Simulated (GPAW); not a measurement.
RuAu in GPAW: the effect of functional

The system is RuAu.

```
Ru Au
1.0
     3.16481    0.00000    0.00000
     0.00000    3.16481    0.00000
     0.00000    0.00000    3.16481
Ru Au
1 1
Cartesian
  0.0000 0.0000 0.0000
  1.5824 1.5824 1.5824
```

The cell was built by a generator and needn't be a form met in nature.

Alike in all runs:

| Property | Result |
| --- | --- |
| Program | GPAW 26.7.0 |
| Task | band structure |
| Cutoff | 600 eV |
| Basis | pw |
| k mesh | 8 × 8 × 8 |
| Occupations | fermi-dirac, width 0.05 eV |
| Spin | no spin polarisation |

One run gave: pressure -11.7 GPa. Which functional did it use?
A. r2SCAN
B. revPBE
C. AM05
D. LDA
E. SCAN

D.

| functional | potentials or basis | pressure (GPa) |
| --- | --- | --- |
| PBE | GPAW PAW data sets (gpaw-data 1.2.1) | 2.0 |
| LDA | the program's PAW data sets (release 1.2.1) made for this functional | -11.7 |
| AM05 | PAW data sets generated in the run's folder for this functional | -8.2 |
| revPBE | the program's PAW data sets (release 1.2.1) made for this functional | 4.9 |
| SCAN | GPAW PAW data sets (gpaw-data 1.2.1) | -6.0 |
| BLYP | PAW data sets generated in the run's folder for this functional | 14.0 |
| PW91 | PAW data sets generated in the run's folder for this functional | 2.5 |
| TPSS | GPAW PAW data sets (gpaw-data 1.2.1) | -3.7 |
| r2SCAN | GPAW PAW data sets (gpaw-data 1.2.1) | -1.7 |

Caveats: with this Au data set, volumes or pressures lay over 1.5 % or 2 GPa off other programs in two to four cells of ten; the PAW data sets were made with another functional, which shifts forces and pressure a little (some runs).

Not every run made on this cell is shown here.
